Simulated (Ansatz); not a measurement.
# Mg2C: how the settings move a single-point run

Question: which choices in the input matter for Mg2C? The cell is built on a prototype (antifluorite) and needn't be the phase found in nature.

Program: Ansatz 0.2.0. Level of theory: reference: DFT, PBE, plane waves, PAW. These are calculated values, not measurements.

## Step 1: The structure to begin with

Symmetry: Fm-3m, No. 225, cubic system. The conventional cell has a = 5.422 Å, b = 5.422 Å, c = 5.422 Å, α = 90.00°, β = 90.00°, γ = 90.00°. C (site symmetry m-3m) has 8 Mg at 2.35 Å as nearest neighbours. Mg (site symmetry -43m) is surrounded by 4 C at 2.35 Å.

Structure file:

```cif
data_structure
_symmetry_space_group_name_H-M 'P 1'
_symmetry_Int_Tables_number 1
_cell_length_a 3.8339
_cell_length_b 3.8339
_cell_length_c 3.8339
_cell_angle_alpha 60.000
_cell_angle_beta 60.000
_cell_angle_gamma 60.000
_cell_volume 39.85
loop_
_atom_site_label
_atom_site_type_symbol
_atom_site_fract_x
_atom_site_fract_y
_atom_site_fract_z
_atom_site_occupancy
C1 C 0.00000 0.00000 0.00000 1
Mg1 Mg 0.25000 0.25000 0.25000 1
Mg2 Mg 0.75000 0.75000 0.75000 1
```

## Step 2: Baseline

Contents of input.yaml:

```yaml
crystal:
  lattice:
    - [0.0, 2.7109426181, 2.7109426181]
    - [2.7109426181, 0.0, 2.7109426181]
    - [2.7109426181, 2.7109426181, 0.0]
  atoms:
    - { symbol: C, position: [0.0, 0.0, 0.0] }
    - { symbol: Mg, position: [0.25, 0.25, 0.25] }
    - { symbol: Mg, position: [0.75, 0.75, 0.75] }
kpoints:
  mp_grid: { grid: [6, 6, 6] }
hamiltonian:
  xc: pbe
scf:
  occupations: { method: fixed }
  n_extra_bands: 4
output:
  forces: true
  stress: true
  eigenvalues: true
  write_density: true
  write_potential: true
  elf: true
  volumetric_format: npy
```

Run with:

```bash
> ansatz run input.yaml --threads 4 --pin off --max-ram 3686MiB --backend cpu --events-out ev --progress --plain --runs-dir out
```

## Step 3: Changed: preconditioner resta

input.yaml, as its differences from that of step 2:

```diff
@@ -16,2 +16,3 @@
   n_extra_bands: 4
+  mixing: { preconditioner: resta }
 output:
@@ -20,5 +21 @@
   eigenvalues: true
-  write_density: true
-  write_potential: true
-  elf: true
-  volumetric_format: npy
```

## Step 4: Changing settings: mp_grid.grid [4, 4, 4], xc hse06, accuracy low

input.yaml, as its differences from that of step 2:

```diff
@@ -10,5 +10,5 @@
 kpoints:
-  mp_grid: { grid: [6, 6, 6] }
+  mp_grid: { grid: [4, 4, 4] }
 hamiltonian:
-  xc: pbe
+  xc: hse06
 scf:
@@ -20,5 +20,2 @@
   eigenvalues: true
-  write_density: true
-  write_potential: true
-  elf: true
-  volumetric_format: npy
+accuracy: low
```

What does the calculation give? Wanted: for each run, ending; energy change; pressure; gap; force.

The runs gave:

| run | ending | energy change | pressure (GPa) | gap (eV) | force (eV/Å) | cycles | time |
| --- | --- | --- | --- | --- | --- | --- | --- |
| reference | converged | 0 | 1.9 | 0.74 | 0.00 | 6 | 0.68 s |
| 1: preconditioner resta | converged | 0.0 meV/atom | 1.9 | 0.74 | 0.00 | 6 | 0.52 s |
| 2: mp_grid.grid [4, 4, 4], xc hse06, accuracy low | converged | not comparable | -0.6 | 1.39 | 0.00 | 12 | 4.4 s |

Times don't compare one to one where runs were asked for different outputs or read a saved state (see the inputs); cycles may leave out searches for a lower state.

Residual by cycle in the longest SCF loop of each run; runs are numbered as in the table. The quantity is the density residual dr2, in eV.

```
cycle  reference    run 1    run 2
    1    0.00221  0.00221  0.00806
    2     5.1e-4   2.2e-4  0.00199
    3     4.0e-5   4.7e-5   6.9e-4
    4     1.3e-6   2.5e-6   1.2e-4
    5     3.5e-7   1.9e-7   1.3e-5
    6     3.8e-8   1.9e-9   1.1e-5
    7          -        -   6.7e-7
```

**Reading.** «preconditioner resta» leaves the energy as it was. Of the variants the dearest is «mp_grid.grid [4, 4, 4], xc hse06, accuracy low» (4.4 s), the cheapest «preconditioner resta» (0.52 s), on a shared host.
